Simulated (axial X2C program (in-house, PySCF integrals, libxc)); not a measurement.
**GeOH⁻: bond lengths and stretches, held linear**

Aim: the two bond lengths and stretching wavenumbers of linear GeOH⁻, with and without spin–orbit coupling, at PBE0, HF, TPSSh, MP2.

Method: all-electron X2C, two-component (2c) or spin-free, Ge dyall-v3z, O dyall-av3z, H dyall-v3z; program: an in-house X2C program for linear molecules on PySCF integrals.

All values are calculated.

2 further runs of the same task are left out: 2 set aside as unsound or not needed.

**1. Set-up**

task.json

```json
{"zs": [32, 8, 1], "q": -1, "bas": ["dyall-v3z", "dyall-av3z", "dyall-v3z"], "r0": [1.84, 0.96], "symm": 0, "scan": ["PBE0", "HF", "TPSSh"], "levels": ["PBE0", "HF", "LDA"], "nst": 2}
```

Keys: zs atomic numbers; q charge; bas basis sets; r0 starting distance in Å; symm equal bonds; scan levels of the two-bond scan (MP2 follows by itself at each HF point); levels methods; nst determinants followed.

On the command line:

```
python solin.py task.json out
```

Masses Ge 73.921, O 15.995, H 1.008 u.

**2. Scan at PBE0, 2c**

State: Ω = 1 (beyond evenly filled blocks: ω = -1/2, ω = 3/2). Energies above the lowest point, from the job's result record:

| r(Ge–O) (Å) | r(O–H) (Å) | E (meV) |
| --- | --- | --- |
| 1.8203 | 0.9243 | 31.22 |
| 1.8203 | 0.9480 | 15.37 |
| 1.8203 | 0.9717 | 31.35 |
| 1.8670 | 0.9243 | 16.64 |
| 1.8670 | 0.9480 | 0.00 |
| 1.8670 | 0.9717 | 15.22 |
| 1.8670 | 0.9954 | 57.39 |
| 1.9137 | 0.9243 | 31.65 |
| 1.9137 | 0.9480 | 14.23 |
| 1.9137 | 0.9717 | 28.67 |
| 1.9604 | 0.9480 | 51.04 |
| 1.9604 | 0.9954 | 105.37 |

A quadratic surface with cubic terms in each bond gives the minimum at 1.866 and 0.948 Å, force constants 2.18, 9.09 and coupling -0.11 mdyn/Å.

**3. Scan at HF, 2c**

State: Ω = 1 (beyond evenly filled blocks: ω = -1/2, ω = 3/2). Energies above the lowest point, from the job's result record:

| r(Ge–O) (Å) | r(O–H) (Å) | E (meV) |
| --- | --- | --- |
| 1.8203 | 0.9243 | 9.17 |
| 1.8203 | 0.9480 | 18.97 |
| 1.8203 | 0.9717 | 60.98 |
| 1.8670 | 0.9243 | 0.00 |
| 1.8670 | 0.9480 | 8.75 |
| 1.8670 | 0.9717 | 49.70 |
| 1.8670 | 0.9954 | 117.88 |
| 1.9137 | 0.9243 | 19.15 |
| 1.9137 | 0.9480 | 26.88 |
| 1.9137 | 0.9717 | 66.77 |
| 1.9604 | 0.9480 | 66.17 |
| 1.9604 | 0.9954 | 171.11 |

A quadratic surface with cubic terms in each bond gives the minimum at 1.857 and 0.930 Å, force constants 2.19, 10.3 and coupling -0.15 mdyn/Å.

**4. Scan at TPSSh, 2c**

State: Ω = 1 (beyond evenly filled blocks: ω = -1/2, ω = 3/2). Energies above the lowest point, from the job's result record:

```
r(Ge–O) (Å)  r(O–H) (Å)  E (meV)
     1.8203      0.9243    43.34
     1.8203      0.9480    21.03
     1.8203      0.9717    30.21
     1.8670      0.9243    23.09
     1.8670      0.9480     0.00
     1.8670      0.9717     8.42
     1.8670      0.9954    43.48
     1.9137      0.9243    33.16
     1.9137      0.9480     9.29
     1.9137      0.9717    16.95
     1.9604      0.9480    41.86
     1.9604      0.9954    82.31
```

A quadratic surface with cubic terms in each bond gives the minimum at 1.875 and 0.953 Å, force constants 2.14, 8.69 and coupling -0.11 mdyn/Å.

**5. Comparison**

| level | r(Ge–O) (Å) | r(O–H) (Å) | lower stretch (cm⁻¹) | upper stretch (cm⁻¹) |
| --- | --- | --- | --- | --- |
| PBE0, 2c | 1.866 | 0.948 | 517.2 | 4039.6 |
| HF, 2c | 1.857 | 0.930 | 517.5 | 4290.3 |
| TPSSh, 2c | 1.875 | 0.953 | 512.2 | 3949.0 |
| MP2, 2c | 1.882 | 0.952 | 496.1 | 4006.6 |
| PBE0, spin-free | 1.866 | 0.948 | 517.4 | 4040.1 |
| HF, spin-free | 1.857 | 0.930 | 517.7 | 4290.5 |
| TPSSh, spin-free | 1.874 | 0.953 | 512.4 | 3949.6 |
| MP2, spin-free | 1.882 | 0.952 | 496.5 | 4006.9 |

Scans not shown above were run alike.

In words: Over the levels the Ge–O bond spans 1.857 to 1.882 Å and the O–H bond 0.930 to 0.953 Å. At PBE0 spin–orbit coupling leaves both bonds unchanged to 0.001 Å. Each state is one determinant, the lowest of a limited PBE0 search; the stretches come from a fit to few points and are good to some per cent at best. MP2 freezes inner shells (threshold -2 hartree). For an anion the highest level of a functional can be positive, and the basis then holds the extra electron. The molecule was held linear; bending was not examined, so a bent shape may lie lower. Open-shell Ω = 0 determinants with evenly filled partner blocks cannot be reached by this program, so the Ω shown need not be the lowest component. Note: several unpaired electrons, one determinant need not be a pure state.
